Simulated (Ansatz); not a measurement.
**C2H9BClNSi: two geometries relaxed**

Aim: relax the geometries before and after the inversion of the pyramid at N6, and see whether they are two minima and how far apart in energy. SMILES of the start: CC(Cl)[SiH2]BN.

Program: Ansatz 0.2.0. Level of theory: RKS PBE0/def2-SVP. These are calculated values, not measurements.

## Step 1: The structure to begin with

Bond lengths: C1–C2 1.539 Å, C2–Cl3 1.755 Å, C2–Si4 1.859 Å, Si4–B5 1.998 Å, B5–N6 1.536 Å, C1–H7 1.136 Å, C1–H8 1.059 Å, C1–H9 1.052 Å, C2–H10 1.133 Å, Si4–H11 1.403 Å, Si4–H12 1.465 Å, B5–H13 1.225 Å, N6–H14 1.037 Å, N6–H15 1.075 Å. Angles (14 of 24 angles, heavy atoms first): C1–C2–Cl3 107.3°, C1–C2–Si4 114.8°, Cl3–C2–Si4 106.1°, C2–Si4–B5 110.3°, Si4–B5–N6 121.3°, C1–C2–H10 109.9°, Cl3–C2–H10 108.6°, Si4–C2–H10 109.8°, C2–C1–H7 106.1°, C2–C1–H8 109.7°, C2–C1–H9 110.2°, C2–Si4–H11 112.7°, C2–Si4–H12 109.1°, B5–Si4–H11 106.9°.

Coordinates:

```xyz
15

C     0.4201   -1.8341    0.3612
C     1.0987   -0.4548    0.2795
Cl    2.7972   -0.7275   -0.0688
Si    0.4642    0.6487   -1.0750
B    -1.2647    1.4897   -0.5309
N    -1.7942    1.3656    0.9052
H    -0.6790   -1.6325    0.5679
H     0.8410   -2.3929    1.1565
H     0.4773   -2.3225   -0.5684
H     1.0146    0.0754    1.2772
H     1.3485    1.6946   -1.3798
H     0.1658   -0.1653   -2.2564
H    -1.8803    2.2291   -1.2889
H    -1.0563    1.6559    1.5732
H    -1.9747    0.3198    1.0769
```

## Step 2: Relaxing end A

input.yaml

```yaml
crystal:
  periodic: [false, false, false]
  atoms:
    - { symbol: C, position_ang: [0.4201, -1.8341, 0.3612] }
    - { symbol: C, position_ang: [1.0987, -0.4548, 0.2795] }
    - { symbol: Cl, position_ang: [2.7972, -0.7275, -0.0688] }
    - { symbol: Si, position_ang: [0.4642, 0.6487, -1.075] }
    - { symbol: B, position_ang: [-1.2647, 1.4897, -0.5309] }
    - { symbol: "N", position_ang: [-1.7942, 1.3656, 0.9052] }
    - { symbol: H, position_ang: [-0.679, -1.6325, 0.5679] }
    - { symbol: H, position_ang: [0.841, -2.3929, 1.1565] }
    - { symbol: H, position_ang: [0.4773, -2.3225, -0.5684] }
    - { symbol: H, position_ang: [1.0146, 0.0754, 1.2772] }
    - { symbol: H, position_ang: [1.3485, 1.6946, -1.3798] }
    - { symbol: H, position_ang: [0.1658, -0.1653, -2.2564] }
    - { symbol: H, position_ang: [-1.8803, 2.2291, -1.2889] }
    - { symbol: H, position_ang: [-1.0563, 1.6559, 1.5732] }
    - { symbol: H, position_ang: [-1.9747, 0.3198, 1.0769] }
basis:
  gaussian: { orbitals: def2-SVP }
hamiltonian:
  xc: pbe0
relax:
  f_tol: 0.015
  max_steps: 40
```

Run with:

```bash
ansatz run input.yaml --threads 2 --pin off --max-ram 3072MiB --backend cpu --events-out ev --progress --plain --runs-dir out
```

The log of the run, shortened:

```text
Warning: RAYON_NUM_THREADS=2 ignored (pool sized by the plan → 2); use --threads N
[...]
Functional definition: PBE0
[...]
1498 factors; integrals over basis functions are off by at most 3.9e-4 eV
[...]
mean field -24763.93753092 eV, -910.0579186615 hartree, gradient 2.1e-5 eV, S^2 0.000000; 0 other end points of the search recorded, 0 dependent functions left out
[...]
reference -24763.93756111 eV, -910.0579197710 hartree; 32, 32 occupied and 105, 105 virtual orbitals, 1498 factors
relax step   1: F+E_penalty+E_count = -24763.93753092 eV  Δ(F+E_penalty+E_count) = +0.000e0 eV  max|allowed force component| = 2.957e0 eV/Å  Δτ_max = 0.0000 Å  (29 SCF iters, accepted)
[...]
relax step   3: F+E_penalty+E_count = -24764.53630425 eV  Δ(F+E_penalty+E_count) = -1.623e-1 eV  max|allowed force component| = 1.189e0 eV/Å  Δτ_max = 0.1949 Å  (31 SCF iters, accepted)
[...]
relax step   5: F+E_penalty+E_count = -24765.03174265 eV  Δ(F+E_penalty+E_count) = -2.759e-1 eV  max|allowed force component| = 2.328e0 eV/Å  Δτ_max = 0.1963 Å  (29 SCF iters, accepted)
[...]
relax step   7: F+E_penalty+E_count = -24765.74192749 eV  Δ(F+E_penalty+E_count) = -2.471e-1 eV  max|allowed force component| = 1.994e0 eV/Å  Δτ_max = 0.1948 Å  (29 SCF iters, accepted)
[...]
relax step   8: F+E_penalty+E_count = -24765.87704811 eV  Δ(F+E_penalty+E_count) = -1.351e-1 eV  max|allowed force component| = 8.945e-1 eV/Å  Δτ_max = 0.1998 Å  (29 SCF iters, accepted)
[...]
relax step   9: F+E_penalty+E_count = -24765.94184951 eV  Δ(F+E_penalty+E_count) = -6.480e-2 eV  max|allowed force component| = 5.563e-1 eV/Å  Δτ_max = 0.2000 Å  (28 SCF iters, accepted)
[...]
1498 factors; integrals over basis functions are off by at most 4.8e-4 eV
mean field -24765.96922248 eV, -910.1325819492 hartree, gradient 1.0e-5 eV, S^2 0.000000; 0 other end points of the search recorded, 0 dependent functions left out
[...]
reference -24765.96925348 eV, -910.1325830885 hartree; 32, 32 occupied and 105, 105 virtual orbitals, 1498 factors
```

## Step 3: More of the same log: end point A relaxed

Output, continued, shortened:

```text
relax step  10: F+E_penalty+E_count = -24765.96922248 eV  Δ(F+E_penalty+E_count) = -2.737e-2 eV  max|allowed force component| = 4.275e-1 eV/Å  Δτ_max = 0.1656 Å  (29 SCF iters, accepted)
[...]
relax step  15: F+E_penalty+E_count = -24765.97815146 eV  Δ(F+E_penalty+E_count) = -7.754e-5 eV  max|allowed force component| = 1.600e-2 eV/Å  Δτ_max = 0.0071 Å  (24 SCF iters, accepted)
[...]
relax step  16: F+E_penalty+E_count = -24765.97820029 eV  Δ(F+E_penalty+E_count) = -4.883e-5 eV  max|allowed force component| = 8.150e-3 eV/Å  Δτ_max = 0.0030 Å  (21 SCF iters, accepted)
1498 factors; integrals over basis functions are off by at most 4.8e-4 eV
[...]
mean field -24765.97820029 eV, -910.1329118779 hartree, gradient 7.5e-5 eV, S^2 0.000000; 1 other end points of the search recorded, 0 dependent functions left out
[...]
Atom 5 at    -1.843476     1.213813     0.797700 Å, force    -0.008150     0.002290    -0.000741 eV/Å
Atom 6 at    -0.518621    -1.545969     0.825449 Å, force    -0.001308    -0.000571     0.000119 eV/Å
Atom 7 at     0.995673    -2.422185     1.185920 Å, force    -0.000072    -0.000200     0.000171 eV/Å
Atom 8 at     0.383636    -2.343018    -0.484521 Å, force    -0.000681    -0.000306    -0.000833 eV/Å
Atom 9 at     1.415009     0.044064     1.171869 Å, force    -0.001020     0.000456     0.000989 eV/Å
Atom 10 at     1.424486     1.840186    -1.261344 Å, force     0.000826    -0.001620    -0.001998 eV/Å
Atom 11 at     0.391705    -0.055921    -2.352646 Å, force    -0.002108    -0.002171    -0.000131 eV/Å
Atom 12 at    -2.028521     1.990020    -1.275477 Å, force     0.001204    -0.000493     0.000671 eV/Å
Atom 13 at    -1.355752     0.738831     1.547088 Å, force     0.002446    -0.004267     0.004042 eV/Å
Atom 14 at    -2.747741     1.573384     1.081707 Å, force     0.005796    -0.000212    -0.003440 eV/Å
Dipole moment:    -0.651794     0.051990     0.593098 e Å
```

Run time: 1.7 min. Hardware: 2 threads of Arm Neoverse V1, shared host; peak memory 0.4 GiB.

Step by step:

```
step  energy from step 1 (eV)  largest force component (eV/Å)
   1                   0.0000                          2.9566
   2                  -0.4365                          1.1473
   3                  -0.5988                          1.1895
   4                  -0.8183                          1.3627
   5                  -1.0942                          2.3280
   6                  -1.5573                          1.6670
   7                  -1.8044                          1.9938
   8                  -1.9395                          0.8945
   9                  -2.0043                          0.5563
  10                  -2.0317                          0.4275
  11                  -2.0387                          0.1393
  12                  -2.0389                          0.0969
  13                  -2.0403                          0.0624
  14                  -2.0405                          0.0234
  15                  -2.0406                          0.0160
  16                  -2.0407                          0.0081
```

Step 1 is the start.

After: Bond lengths: C1–C2 1.518 Å, C2–Cl3 1.810 Å, C2–Si4 1.915 Å, Si4–B5 2.027 Å, B5–N6 1.390 Å, C1–H7 1.103 Å, C1–H8 1.101 Å, C1–H9 1.101 Å, C2–H10 1.102 Å, Si4–H11 1.498 Å, Si4–H12 1.498 Å, B5–H13 1.213 Å, N6–H14 1.012 Å, N6–H15 1.014 Å. Angles (14 of 24 angles, heavy atoms first): C1–C2–Cl3 109.6°, C1–C2–Si4 114.4°, Cl3–C2–Si4 108.5°, C2–Si4–B5 113.1°, Si4–B5–N6 123.1°, C1–C2–H10 110.2°, Cl3–C2–H10 104.7°, Si4–C2–H10 109.1°, C2–C1–H7 110.4°, C2–C1–H8 111.4°, C2–C1–H9 111.0°, C2–Si4–H11 107.7°, C2–Si4–H12 106.9°, B5–Si4–H11 110.0°.

## Step 4: End point B

The second end starts from a geometry with the move made by hand.

input.yaml, as its differences from that of step 2:

```diff
@@ -16,4 +16,4 @@
     - { symbol: H, position_ang: [-1.8803, 2.2291, -1.2889] }
-    - { symbol: H, position_ang: [-1.0563, 1.6559, 1.5732] }
-    - { symbol: H, position_ang: [-1.9747, 0.3198, 1.0769] }
+    - { symbol: H, position_ang: [-1.76722, 2.2939, 1.36621] }
+    - { symbol: H, position_ang: [-2.82968, 1.08708, 0.82797] }
 basis:
```

Run with:

```bash
ansatz run input.yaml --threads 2 --pin off --max-ram 3072MiB --backend cpu --events-out ev --progress --plain --runs-dir out
```

The log of the run, shortened:

```text
Warning: RAYON_NUM_THREADS=2 ignored (pool sized by the plan → 2); use --threads N
[...]
[... 1 set-up line as earlier in the session ...]
[...]
1494 factors; integrals over basis functions are off by at most 3.9e-4 eV
[...]
mean field -24764.05595384 eV, -910.0622706235 hartree, gradient 2.6e-5 eV, S^2 0.000000; 0 other end points of the search recorded, 0 dependent functions left out
[...]
reference -24764.05598553 eV, -910.0622717882 hartree; 32, 32 occupied and 105, 105 virtual orbitals, 1494 factors
relax step   1: F+E_penalty+E_count = -24764.05595384 eV  Δ(F+E_penalty+E_count) = +0.000e0 eV  max|allowed force component| = 2.964e0 eV/Å  Δτ_max = 0.0000 Å  (29 SCF iters, accepted)
[...]
relax step   5: F+E_penalty+E_count = -24765.44434499 eV  Δ(F+E_penalty+E_count) = -2.737e-1 eV  max|allowed force component| = 2.294e0 eV/Å  Δτ_max = 0.1948 Å  (29 SCF iters, accepted)
[...]
Atom 5 at    -1.961853     1.357832     0.644107 Å, force    -0.000920    -0.000709     0.008779 eV/Å
Atom 6 at    -0.680368    -1.418857     0.820215 Å, force     0.002872    -0.001113    -0.001180 eV/Å
Atom 7 at     0.805415    -2.296110     1.282814 Å, force    -0.000933     0.000971    -0.001268 eV/Å
Atom 8 at     0.273010    -2.271527    -0.416638 Å, force     0.001150     0.003625     0.004201 eV/Å
Atom 9 at     1.251771     0.164452     1.200651 Å, force     0.002391    -0.002132    -0.001811 eV/Å
Atom 10 at     1.400828     1.862012    -1.306186 Å, force    -0.002641    -0.002063     0.000409 eV/Å
Atom 11 at     0.376092    -0.061387    -2.357730 Å, force     0.001335     0.001747     0.002334 eV/Å
Atom 12 at    -2.042644     2.075561    -1.456742 Å, force     0.004476    -0.005253     0.004409 eV/Å
Atom 13 at    -1.515656     0.897014     1.427791 Å, force    -0.005442     0.001801    -0.004455 eV/Å
Atom 14 at    -2.869778     1.743359     0.877705 Å, force     0.002949    -0.002951     0.000483 eV/Å
Dipole moment:    -0.675694     0.080607     0.560765 e Å
```

Run time: 1.9 min. Hardware: 2 threads of Arm Neoverse V1, shared host; peak memory 0.4 GiB.

Step by step:

```
step  energy from step 1 (eV)  largest force component (eV/Å)
   1                   0.0000                          2.9645
   2                  -0.5093                          1.4451
   3                  -0.8152                          2.0179
   4                  -1.1147                          2.5946
   5                  -1.3884                          2.2942
   6                  -1.6345                          1.6940
   7                  -1.8083                          1.2760
   8                  -1.8864                          0.3701
   9                  -1.9010                          0.3290
  10                  -1.9128                          0.3289
  11                  -1.9169                          0.1972
  12                  -1.9189                          0.1120
  13                  -1.9209                          0.0544
  14                  -1.9217                          0.0524
  15                  -1.9220                          0.0621
  16                  -1.9222                          0.0371
  17                  -1.9223                          0.0088
```

Step 1 is the start.

After: Bond lengths: C1–C2 1.518 Å, C2–Cl3 1.810 Å, C2–Si4 1.915 Å, Si4–B5 2.027 Å, B5–N6 1.390 Å, C1–H7 1.103 Å, C1–H8 1.101 Å, C1–H9 1.101 Å, C2–H10 1.102 Å, Si4–H11 1.498 Å, Si4–H12 1.499 Å, B5–H13 1.213 Å, N6–H14 1.013 Å, N6–H15 1.014 Å. Angles (14 of 24 angles, heavy atoms first): C1–C2–Cl3 109.6°, C1–C2–Si4 114.3°, Cl3–C2–Si4 108.5°, C2–Si4–B5 113.1°, Si4–B5–N6 123.1°, C1–C2–H10 110.2°, Cl3–C2–H10 104.7°, Si4–C2–H10 109.1°, C2–C1–H7 110.4°, C2–C1–H8 111.4°, C2–C1–H9 111.0°, C2–Si4–H11 107.8°, C2–Si4–H12 106.9°, B5–Si4–H11 110.1°.

## Step 5: What came out

| quantity | value |
| --- | --- |
| end A | 15 moves, 2.041 eV lower |
| end B | 16 moves, 1.922 eV lower |
| largest difference between the ends | 0.01 Å |
| end B relative to end A | -0.000 eV |

What this shows: The two relaxations end at one structure, within 0.01 Å: no second minimum was found from this start, which doesn't rule one out.
